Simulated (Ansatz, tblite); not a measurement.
**The cluster B6H2: one state, many levels**

One table from this session's results is given with a row withheld; the runs are named, their logs left out.

Computed with Ansatz 0.2.0, Gaussian basis. Level: as each input shows.

The runs, in order: GFN1-xTB, GFN2-xTB, PBE-D4/def2-TZVP, r2SCAN-D4/def2-TZVP, r2SCANh-D4/def2-TZVP, revPBE-D4/def2-TZVP, HF/def2-TZVP, PBE-QIDH/def2-TZVP, HSE06-D4/def2-TZVP, BLYP-D4/def2-TZVP, B97M-V/def2-TZVP, PBE-D4/def2-SVP, PBE0-D4/def2-SVP, HF/STO-3G, HF/6-31G, B3LYP-D4/6-31G, PBE0-D4/def2-TZVPD, PBE-D4/def2-TZVPD, r2SCAN-D4/def2-TZVPD, CCSD(T)/def2-TZVPP, MP2/def2-TZVP, RPA/def2-TZVP.

1 further run of the same task is left out (it didn't finish). Runs told in other sessions of the task aren't counted.

## The structure

The singlet was relaxed beforehand with PBE0-D4/def2-SVP. At that level it is the lowest of the isomers that a small search found.

8 atoms, charge 0, spin multiplicity 1.

Bond lengths: B1–B2 1.690 Å, B1–B5 1.617 Å, B1–H7 1.195 Å, B2–B4 1.563 Å, B2–B5 1.758 Å, B2–B6 1.755 Å, B3–B4 1.617 Å, B3–B6 1.690 Å, B3–H8 1.195 Å, B4–B6 1.758 Å, B5–B6 1.563 Å. Angles: B2–B1–B5 64.2°, B2–B1–H7 141.6°, B5–B1–H7 154.2°, B1–B2–B4 172.4°, B1–B2–B5 55.9°, B1–B2–B6 108.7°, B4–B2–B5 116.5°, B4–B2–B6 63.7°, B5–B2–B6 52.8°, B4–B3–B6 64.2°, B4–B3–H8 154.2°, B6–B3–H8 141.6°, B2–B4–B3 123.4°, B2–B4–B6 63.5°, B3–B4–B6 59.9°, B1–B5–B2 59.9°, B1–B5–B6 123.4°, B2–B5–B6 63.5° and more.

Coordinates:

```mol
B6H2
  3D, bonds by distance, orders not assigned

  8 11  0  0  0  0  0  0  0  0999 V2000
    1.0676    1.1129    1.4835 B   0  0
    0.1257    0.8626    0.1025 B   0  0
   -1.0677   -1.1129   -1.4834 B   0  0
   -0.7297    0.4285   -1.1320 B   0  0
    0.7295   -0.4285    1.1322 B   0  0
   -0.1253   -0.8626   -0.1028 B   0  0
    1.5620    1.9844    2.1341 H   0  0
   -1.5621   -1.9844   -2.1340 H   0  0
  1  2  8  0
  1  5  8  0
  1  7  8  0
  2  4  8  0
  2  5  8  0
  2  6  8  0
  3  4  8  0
  3  6  8  0
  3  8  8  0
  4  6  8  0
  5  6  8  0
M  END
```

PBE0-D4/def2-TZVP was run before; its log isn't repeated, and its numbers join the tables.

Set-up of the first run:

Tight binding, by tblite at 300 K electronic temperature and without a spin-polarisation term:

```python
tblite.interface.Calculator('GFN1-xTB', numbers, positions, charge=0, uhf=0).singlepoint()
```

Tight binding, by tblite at 300 K electronic temperature and without a spin-polarisation term:

```python
tblite.interface.Calculator('GFN2-xTB', numbers, positions, charge=0, uhf=0).singlepoint()
```

start.molden holds the orbitals of an earlier run on this state, given as this run's starting guess.

Contents of in.yaml:

```yaml
crystal:
  periodic: [false, false, false]
  atoms:
    - {symbol: B, position_ang: [1.067577, 1.112881, 1.483485]}
    - {symbol: B, position_ang: [0.125745, 0.862565, 0.102461]}
    - {symbol: B, position_ang: [-1.067686, -1.112871, -1.483432]}
    - {symbol: B, position_ang: [-0.729737, 0.428499, -1.132031]}
    - {symbol: B, position_ang: [0.729519, -0.428483, 1.132182]}
    - {symbol: B, position_ang: [-0.125325, -0.862576, -0.102756]}
    - {symbol: H, position_ang: [1.561953, 1.984361, 2.134104]}
    - {symbol: H, position_ang: [-1.562056, -1.984376, -2.134012]}
basis:
  gaussian: {orbitals: def2-TZVP, initial_orbitals: start.molden}
hamiltonian: {xc: pbe, dispersion: d4}
scf: {omitted_lower_state_checks: [starts]}
output: {forces: true, orbitals: {seedname: orbitals}}
```

On the command line:

```
$ ansatz run in.yaml --threads 4 --pin off --events-out ev --progress --plain --max-ram 3916MiB
```

Steps of the session up to this table: PBE-D4/def2-TZVP; r2SCAN-D4/def2-TZVP; r2SCANh-D4/def2-TZVP; revPBE-D4/def2-TZVP; HF/def2-TZVP; PBE-QIDH/def2-TZVP; HSE06-D4/def2-TZVP; BLYP-D4/def2-TZVP; B97M-V/def2-TZVP; PBE-D4/def2-SVP; PBE0-D4/def2-SVP; HF/STO-3G; HF/6-31G; B3LYP-D4/6-31G; PBE0-D4/def2-TZVPD; PBE-D4/def2-TZVPD; r2SCAN-D4/def2-TZVPD; CCSD(T)/def2-TZVPP; MP2/def2-TZVP; RPA/def2-TZVP.

One of the session's tables, all rows but one given; the rest of the session is left out.

It belongs to the step «Levels side by side». 

| level | HOMO (eV) | gap (eV) |
| --- | --- | --- |
| HF/STO-3G | -6.42 | 9.10 |
| HF/6-31G | ? | ? |
| HF/def2-TZVP | -9.01 | 7.97 |
| PBE-D4/def2-SVP | -6.24 | 0.86 |
| PBE-D4/def2-TZVP | -6.24 | 0.86 |
| PBE-D4/def2-TZVPD | -6.25 | 0.86 |
| revPBE-D4/def2-TZVP | -6.18 | 0.90 |
| BLYP-D4/def2-TZVP | -6.05 | 0.96 |
| r2SCAN-D4/def2-TZVP | -6.39 | 1.18 |
| r2SCAN-D4/def2-TZVPD | -6.40 | 1.18 |
| B97M-V/def2-TZVP | -6.40 | 1.31 |
| r2SCANh-D4/def2-TZVP | -6.74 | 1.83 |
| B3LYP-D4/6-31G | -6.65 | 2.29 |
| PBE0-D4/def2-SVP | -7.20 | 2.64 |
| PBE0-D4/def2-TZVP | -7.16 | 2.63 |
| PBE0-D4/def2-TZVPD | -7.17 | 2.63 |
| HSE06-D4/def2-TZVP | -6.78 | 1.87 |

**Question.** Estimate the row for HF/6-31G.

**Answer.** HOMO (eV): -8.77; gap (eV): 7.94. In the column «HOMO (eV)» it lies between HF/def2-TZVP (-9.01) and PBE0-D4/def2-SVP (-7.20).
